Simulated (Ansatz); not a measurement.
## Br2Mg, SMILES [Br][Mg][Br]: a short molecular-dynamics run

Computed with Ansatz 0.2.0 through its Python package.

The script, `md.py`:
```python
# -*- coding: utf-8 -*-
"""A short Born-Oppenheimer trajectory of Br2Mg."""

import ansatz as az
import numpy as np

config = {
    "basis_set": "def2-SVP",
    "functional": "blyp",
    "n_steps": 20,
    "temperature_k": 500,
}

GEOMETRY = """
Br   -2.05050    0.95080   -1.02730
Mg   -0.01140   -0.00900   -0.00430
Br    2.05090   -1.00650    1.01830
"""


def main():
    br2mg = az.Crystal.molecule()
    for line in GEOMETRY.strip().splitlines():
        symbol, *xyz = line.split()
        br2mg = br2mg.atom(symbol, [float(v) for v in xyz])

    calculation = br2mg.calculation()
    calculation = calculation.basis(gaussian=config["basis_set"])
    calculation = calculation.functional(config["functional"])
    calculation = calculation.md("nve", timestep=0.5, steps=config["n_steps"], temperature=config["temperature_k"], initial_velocities="maxwell_boltzmann", seed=87)
    frames = []
    out = calculation.session().plan().execute(on_event=lambda e: frames.append(e["data"]) if e["event"] == "md_step" else None)
    print("t (fs)   E_pot (eV)      E_kin (eV)   T (K)   d(0-1) (A)")
    for f in frames[::2]:
        xyz = np.array(f["positions_ang"])
        print(f"{f['time_fs']:6.2f} {f['lagrangian_ev']:14.5f} {f['e_kin_ev']:10.5f} {f['temperature_k']:8.1f} {np.linalg.norm(xyz[0] - xyz[1]):9.4f}")
    kept = np.array([f["conserved_ev"] for f in frames])
    print(f"conserved energy moves by at most {1000 * np.ptp(kept):.3f} meV")


if __name__ == "__main__":
    main()
```

Output of `python md.py`:
```text
t (fs)   E_pot (eV)      E_kin (eV)   T (K)   d(0-1) (A)
  0.00  -145523.64275    0.06463    500.0    2.4750
  1.00  -145523.63847    0.06035    466.9    2.4791
  2.00  -145523.63435    0.05624    435.1    2.4831
  3.00  -145523.63041    0.05230    404.6    2.4871
  4.00  -145523.62665    0.04854    375.5    2.4910
  5.00  -145523.62308    0.04497    347.9    2.4948
  6.00  -145523.61972    0.04160    321.8    2.4985
  7.00  -145523.61655    0.03844    297.4    2.5021
  8.00  -145523.61361    0.03549    274.6    2.5056
  9.00  -145523.61089    0.03278    253.6    2.5090
 10.00  -145523.60841    0.03029    234.3    2.5122
conserved energy moves by at most 0.001 meV
```

Reading the output:
- Total energies depend on the basis set; only differences at equal settings carry meaning.
- The trajectory is only some femtoseconds long, so its temperature is not equilibrated; where the script doesn't relax first, it starts from a rough generated geometry.
- The temperature counts the internal degrees of freedom alone.
- Timing: 29 s on 1 thread of Intel(R) Xeon(R) Platinum 8488C (Sapphire Rapids), on a shared host, peak memory 0.21 GiB.

(A comment or docstring line of the script was reworded after the run, the code is as it ran; lines on the test bed's own set-up are left out of the output.)
